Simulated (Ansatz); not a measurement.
**CaC: one candidate of a structure search**

Aim: relax a trial structure of CaC and see where it ends.

Program: Ansatz 0.2.0. Level of theory: DFT PBE, scalar-relativistic, plane waves, PAW. These are calculated values, not measurements.

## Step 1: Starting point

The structure is cubic, space group Fm-3m (No. 225). The conventional cell has a = 5.242 Å, b = 5.242 Å, c = 5.242 Å, α = 90.00°, β = 90.00°, γ = 90.00°. Ca (site symmetry m-3m) has 6 C at 2.62 Å as nearest neighbours. C (site symmetry m-3m) is surrounded by 6 Ca at 2.62 Å.

Coordinates:

```cif
data_structure
_symmetry_space_group_name_H-M 'P 1'
_symmetry_Int_Tables_number 1
_cell_length_a 3.7066
_cell_length_b 3.7066
_cell_length_c 3.7066
_cell_angle_alpha 60.000
_cell_angle_beta 60.000
_cell_angle_gamma 60.000
_cell_volume 36.01
loop_
_atom_site_label
_atom_site_type_symbol
_atom_site_fract_x
_atom_site_fract_y
_atom_site_fract_z
_atom_site_occupancy
Ca1 Ca 0.50000 0.50000 0.50000 1
C1 C 0.00000 0.00000 0.00000 1
```

The cell is invented: species swapped into a database cell of YbSe (Fm-3m, No. 225), with C on the Yb sites and Ca on the Se sites. Lengths come from tabulated atomic sizes and are only a guess.

## Step 2: The guess as it stands, on a coarse mesh

File input.yaml:

```yaml
crystal:
  lattice:
    - [0.0, 2.62099179, 2.62099179]
    - [2.62099179, 0.0, 2.62099179]
    - [2.62099179, 2.62099179, 0.0]
  atoms:
    - { symbol: Ca, position: [0.5, 0.5, 0.5] }
    - { symbol: C, position: [0.0, 0.0, 0.0] }
basis:
  ecutwfc: 420
kpoints:
  mp_grid: { grid: [6, 6, 6] }
hamiltonian:
  xc: pbe
scf:
  occupations: { method: gaussian, width: 0.1 }
  lower_state_search: "off"
output:
  forces: true
  stress: true
  eigenvalues: true
```

On the command line:

```console
> ansatz run input.yaml --threads 1 --pin off --max-ram 2048MiB --backend cpu --events-out ev --progress --plain --runs-dir out
```

Standard output, cut to the lines that bear on the results:

```text
[...]
SCF converged after 7 iterations
Free energy (F): -2065.282685 eV
[...]
E sigma→0 (E₀):  -2065.269879 eV
Entropy (-TS):   -0.025612 eV (-12.806 meV/atom)
Fermi energy:    6.295843 eV
[...]
--- Forces (eV/Å), atoms counted from 1 ---
  atom   1  Ca     0.00000000    -0.00000000    -0.00000000
  atom   2  C     -0.00000000     0.00000000     0.00000000
[...]
--- Stress (GPa, compression-positive) ---
       -0.075939       0.000000      -0.000000
        0.000000      -0.075939      -0.000000
        0.000000      -0.000000      -0.075939
  P = ⅓ Tr σ = -0.0759 GPa (-0.759 kbar)
--- Band table (eV; the first three rows and the last of 16) ---
  k-point 0: bands = ["-32.5559", "-13.4887", "-13.4887", "-13.4887", "-2.8958", "7.6940", "7.6940", "7.6940", "11.0663", "11.0663", "11.0663"]
[...]
```

It took 0.32 s on 1 thread of AMD EPYC 9R45 (Zen 5), shared host; peak memory 0.33 GiB.

From the probe: pressure -0.1 GPa, largest force 0.00 eV/Å, gap on this mesh none (metal). The coarse relaxation is skipped.

## Step 3: Relaxation on the finer mesh

input.yaml: that of step 2 with these lines changed.

```diff
@@ -11,3 +11,3 @@
 kpoints:
-  mp_grid: { grid: [6, 6, 6] }
+  mp_grid: { grid: [18, 18, 18] }
 hamiltonian:
@@ -16,3 +16,2 @@
   occupations: { method: gaussian, width: 0.1 }
-  lower_state_search: "off"
 output:
@@ -21 +20,6 @@
   eigenvalues: true
+relax:
+  adjacent_minimum: "off"
+  f_tol: 0.01
+  max_steps: 80
+  cell: { stress_tol: 0.05 }
```

On the command line:

```console
> ansatz run input.yaml --threads 1 --pin off --max-ram 2048MiB --backend cpu --events-out ev --progress --plain --runs-dir out
```

Standard output, cut to the lines that bear on the results:

```text
Warning: RAYON_NUM_THREADS=1 ignored (pool sized by the plan → 1); use --threads N
[...]
Pseudopotentials: kind: paw
Pseudopotential: Ca, paw, valence charge 10, recommended cutoff 420 eV (normal), Ca.paw.azcp
Pseudopotential: C, paw, valence charge 4, recommended cutoff 420 eV (normal), C.paw.azcp
Functional definition: PBE
[...]
Crystal: 2 atoms, lattice volume = 36.010 Å³
Basis set: ecut = 420 eV, 725 PW (Γ), exchange–correlation on 50×50×50 points (8 copies of the dense FFT grid, shifted against one another)
Bands: 11, of which v1, the nominal top of the filled ones, is band 7 counted from 1 (6 counted from 0)
Symmetry: 48 space group operations
Space group: Fm-3m (ITA 225), of the structure as read, at distance tolerance 3.3e-5 Å
k-points: 195 of 5832
[...]
SCF iter   1: F=—  HF=-2065.296793 eV  |F-HF|=—  |Δ(HF+E_count)|=         —  Δρ=8.59e-4  dr2=2.37e-4  ethr=1.77e-3  ⟨swp⟩=5.6  Hψ=14473  notcnv=0
[...]
--- Stress (GPa, compression-positive) ---
       -0.015519       0.000000       0.000000
        0.000000      -0.015519      -0.000000
        0.000000      -0.000000      -0.015519
  P = ⅓ Tr σ = -0.0155 GPa (-0.155 kbar)
--- Band table (eV; the first three rows and the last of 195) ---
  k-point 0: bands = ["-32.4226", "-13.3550", "-13.3550", "-13.3550", "-2.8226", "7.7992", "7.7992", "7.7992", "11.1764", "11.1764", "11.1764"]
[...]
--- Relaxed structure (3 steps of the walk, 3 accepted, 1 SCFs on fresh bases) ---
  F+E_penalty+E_count = -2065.29737321 eV   max|allowed force component| = 4.365e-29 eV/Å   (the final SCF, on the basis selected at the relaxed cell)
  cell:  # Å, volume = 35.6872 Å³
    - [-8.566594230305711e-34, 2.613129280242144, 2.613129280242144]
    - [2.613129280242144, -4.538065716797634e-34, 2.613129280242144]
    - [2.613129280242144, 2.613129280242144, 2.0540718507610345e-34]
  atoms:
    - { symbol: Ca, position: [0.5000000000000001, 0.5000000000000001, 0.5000000000000001] }
    - { symbol: C, position: [2.8167701561125313e-34, -1.7145557471991708e-34, -3.1841749590838046e-34] }
```

Run time: 6.7 s. Hardware: 1 thread of AMD EPYC 9R45 (Zen 5), shared host; peak memory 0.44 GiB.

Relaxation path:

| step | energy from step 1 (eV/cell) | largest force component (eV/Å) | pressure (GPa) | volume (Å³) |
| --- | --- | --- | --- | --- |
| 1 | 0.0000 | 0.0000 | -0.58 | 36.01 |
| 2 | -0.0008 | 0.0000 | 0.37 | 35.49 |
| 3 | -0.0009 | 0.0000 | -0.01 | 35.69 |
| 4 | -0.0006 | 0.0000 | -0.02 | 35.69 |

Step 1 is the start. Step 4 repeats the geometry before it on a plane-wave basis chosen anew for that cell, so its energy need not be comparable with the rows above.

Lengths and angles in the start's conventional setting:

|  | before | after | change |
| --- | --- | --- | --- |
| a (Å) | 5.242 | 5.226 | -0.3 % |
| b (Å) | 5.242 | 5.226 | -0.3 % |
| c (Å) | 5.242 | 5.226 | -0.3 % |
| volume (Å³/atom) | 18.01 | 17.84 | -0.9 % |
| shortest distance (Å) | 2.621 | 2.613 | -0.3 % |
| space group (0.01 Å) | Fm-3m | Fm-3m | same |

Forces and stress were held to the start's 48 operations: a distortion of lower symmetry was not tested.

## Step 4: What came out

| quantity | value |
| --- | --- |
| symmetry at the end (tolerance 0.05 Å) | space group Fm-3m (No. 225) |
| conventional cell | a = 5.226 Å, b = 5.226 Å, c = 5.226 Å, α = 90.00°, β = 90.00°, γ = 90.00° |
| volume | 17.84 Å³/atom |
| energy over the elements | +1.26 eV/atom |
| gap on the mesh | none (metal) |

The space group Fm-3m (No. 225) is kept, and the volume per atom shrinks by 0.9 % from the first guess. With a positive formation energy it can't be a ground state. No finished test with a distortion of lower symmetry is shown, so the end may be a saddle point.
